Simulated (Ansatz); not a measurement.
# C2H6InN: basis-set convergence

How large a basis does C2H6InN need? Two functionals are run in growing sets.

Computed with Ansatz 0.2.0, Gaussian basis. Level: one geometry, several basis sets.

Plan: PBE0-D4/def2-SVP; ωB97M-V/def2-SVP; PBE0-D4/def2-QZVPP; ωB97M-V/def2-QZVPP; the functionals' def2-TZVPP values are taken from earlier runs.

### 1 The relaxed structure

An earlier PBE0-D4 in a triple-zeta def2 set relaxation fixed the geometry. In takes the def2 core potential; no spin-orbit term is included.

SMILES `CC#[N+][InH3-]`, 10 atoms, charge 0, spin multiplicity 1.

Atoms are counted from 1 here; the program's logs count them from 0.

Bond lengths: C1–C2 1.445 Å, C1–H5 1.091 Å, C1–H6 1.091 Å, C1–H7 1.091 Å, C2–N3 1.145 Å, N3–In4 2.408 Å, In4–H8 1.733 Å, In4–H9 1.733 Å, In4–H10 1.733 Å. Angles: C2–C1–H5 109.8°, C2–C1–H6 109.8°, C2–C1–H7 109.8°, H5–C1–H6 109.2°, H5–C1–H7 109.2°, H6–C1–H7 109.2°, C1–C2–N3 180.0°, C2–N3–In4 180.0°, N3–In4–H8 95.8°, N3–In4–H9 95.8°, N3–In4–H10 95.8°, H8–In4–H9 119.0°, H8–In4–H10 119.0°, H9–In4–H10 119.0°.

### 2 PBE0-D4 in def2-SVP

in.yaml reads:

```yaml
crystal:
  periodic: [false, false, false]
  atoms:
    - {symbol: C, position_ang: [-0.929242, 1.616136, -1.409082]}
    - {symbol: C, position_ang: [-0.351609, 0.616949, -0.540429]}
    - {symbol: N, position_ang: [0.106148, -0.174893, 0.147908]}
    - {symbol: In, position_ang: [1.069797, -1.840607, 1.595898]}
    - {symbol: H, position_ang: [-0.666861, 2.612560, -1.050927]}
    - {symbol: H, position_ang: [-0.548252, 1.488111, -2.423201]}
    - {symbol: H, position_ang: [-2.015208, 1.513339, -1.418711]}
    - {symbol: H, position_ang: [0.513785, -3.205635, 0.685127]}
    - {symbol: H, position_ang: [0.196006, -1.364780, 3.014356]}
    - {symbol: H, position_ang: [2.708536, -1.312479, 1.402062]}
basis:
  gaussian: {orbitals: def2-SVP}
hamiltonian: {xc: pbe0, dispersion: d4}
output: {orbitals: {seedname: orbitals}}
```

Started as:

```sh
> ansatz run in.yaml --threads 4 --pin off --events-out ev --progress --plain --max-ram 10444MiB
```

Further steps of the session: ωB97M-V in def2-SVP; PBE0-D4 in def2-QZVPP; ωB97M-V in def2-QZVPP.

Before running them: what should the planned runs give, taken together? Wanted: PBE0-D4: double and triple zeta above quadruple; ωB97M-V: double and triple zeta above quadruple.

**Answer**, as computed:

| quantity | value |
| --- | --- |
| PBE0-D4: double and triple zeta above quadruple | 4.56, 0.25 eV |
| ωB97M-V: double and triple zeta above quadruple | 4.80, 0.24 eV |

For PBE0-D4 the step from double to triple zeta gains 4.31 eV and the next only 0.25 eV. These are total energies; as a rule much of such shifts cancels in differences, which this series doesn't test. The LUMO of ωB97M-V is positive and keeps falling with the basis (1.85 to 0.65 eV): an unbound level that the basis holds in place.
